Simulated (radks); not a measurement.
**Ca³⁺ in [Ne] 3s2 3p3 3d2: an all-electron calculation**

The task here is to estimate one member of a computed series from the others.

The numbers are computed with radks (a radial shooting solver on a logarithmic mesh, Libxc functionals) version 1 (scalar-relativistic Kohn-Sham, LDA (Slater exchange, Perdew-Wang correlation), spin-polarised, spherical densities, point nucleus; open shells are filled with parallel spins first), except any that are marked as measured or tabulated.

### The system

- element: calcium (Z = 20)
- charge: +3
- electrons: 17
- configuration: [Ne] 3s2 3p3 3d2

Outer shells as boxes (Hund's rule):

Ca³⁺
```
[Ne] core
3s [↑↓]
3p [↑ ][↑ ][↑ ]
3d [↑ ][↑ ][  ][  ][  ]
```

Set-up of the first run:

Input:

```text
Z 20
configuration [Ne] 3s2 3p3 3d2
relativity scalar-relativistic
functional lda,pw
spin polarised
nucleus point
c 137.035999084
```

Launch:

```sh
$ python run_ks.py task.json out
```

The same process makes all the runs of this session.

Among the steps run: Self-consistent calculation.

One table of the session follows, with a row left open; its other results are not shown here.

It belongs to the step «Radial structure». Sizes of the orbitals, from the radial functions (bohr):

| level | <r> | outermost maximum (interpolated) | 90 % within | nodes |
| --- | --- | --- | --- | --- |
| 1s up | 0.07701 | 0.0504 | 0.138 | 0 |
| 1s down | 0.07699 | 0.0504 | 0.137 | 0 |
| 2s up | 0.3650 | 0.300 | 0.569 | 1 |
| 2s down | 0.3641 | 0.300 | 0.567 | 1 |
| 2p up | 0.3274 | 0.246 | 0.541 | 0 |
| 2p down | 0.3266 | 0.246 | 0.539 | 0 |
| 3s up | 1.113 | 0.976 | 1.65 | 2 |
| 3s down | 1.126 | 0.977 | 1.68 | 2 |
| 3p up | 1.185 | 1.01 | 1.80 | 1 |
| 3p down | ? | ? | ? | ? |
| 3d up | 1.377 | 1.06 | 2.22 | 0 |
| 3d down | 1.479 | 1.09 | 2.44 | 0 |

Estimate the missing values for 3p down.

As computed: <r>: 1.210; outermost maximum (interpolated): 1.02; 90 % within: 1.85; nodes: 1. In the column «<r>» it lies between 3p up (1.185) and 3d up (1.377).
